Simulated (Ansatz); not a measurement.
# TiB: the cost of one run

Computed with Ansatz 0.2.0 (DFT r2SCAN, scalar-relativistic, plane waves, PAW, unless a step's input says otherwise).

1 further run of the same task is left out (for a broken database entry). Runs told in other sessions of the task aren't counted.

## Step 1: The structure to begin with

Symmetry: F-43m, No. 216, cubic system. Conventional cell: a = 4.202 Å, b = 4.202 Å, c = 4.202 Å, α = 90.00°, β = 90.00°, γ = 90.00°. Ti (site symmetry -43m) is surrounded by 4 B at 1.82 Å. B (site symmetry -43m) has 4 Ti at 1.82 Å in its first shell of neighbours.

Coordinates:

```cif
data_structure
_symmetry_space_group_name_H-M 'P 1'
_symmetry_Int_Tables_number 1
_cell_length_a 2.9713
_cell_length_b 2.9713
_cell_length_c 2.9713
_cell_angle_alpha 60.000
_cell_angle_beta 60.000
_cell_angle_gamma 60.000
_cell_volume 18.55
loop_
_atom_site_label
_atom_site_type_symbol
_atom_site_fract_x
_atom_site_fract_y
_atom_site_fract_z
_atom_site_occupancy
Ti1 Ti 0.75000 0.75000 0.75000 1
B1 B 0.00000 0.00000 0.00000 1
```

No relaxation comes first: the listed cell is the starting point.

## Step 2: The reference cell

The reference gives a free energy of -2656.4558 eV, pressure 121.09 GPa, largest force 0.000 eV/Å and gap on the mesh none (metal). It was computed beforehand with the settings of the runs below.

## Step 3: The scan: energy and stress against strain

The cell is strained by ε times the Voigt pattern (0, 0, 1, 0, 0, 0) (xx, yy, zz, yz, xz, xy; engineering shear), with fractional coordinates fixed (clamped ions). The stress on the pattern is the sum of the stress components weighted by it, tension positive.

## Step 4: At ε = -0.0600

Contents of input.yaml:

```yaml
crystal:
  lattice:
    - [0.0, 2.101, 1.97494]
    - [2.101, 0.0, 1.97494]
    - [2.101, 2.101, 0.0]
  atoms:
    - { symbol: Ti, position: [0.75, 0.75, 0.75] }
    - { symbol: B, position: [0.0, 0.0, 0.0] }
basis:
  ecutwfc: 500
kpoints:
  mp_grid: { grid: [20, 20, 20] }
hamiltonian:
  xc: r2scan
scf:
  occupations: { method: gaussian, width: 0.15 }
output:
  forces: true
  stress: true
  eigenvalues: true
```

Launch:

```sh
$ ansatz run input.yaml --threads 1 --pin off --max-ram 2560MiB --backend cpu --events-out ev --progress --plain --runs-dir out
```

Q: Estimate wall time and peak memory on 1 thread of Arm Neoverse V1, shared host.

About 32 s, with a peak of 0.55 GiB.
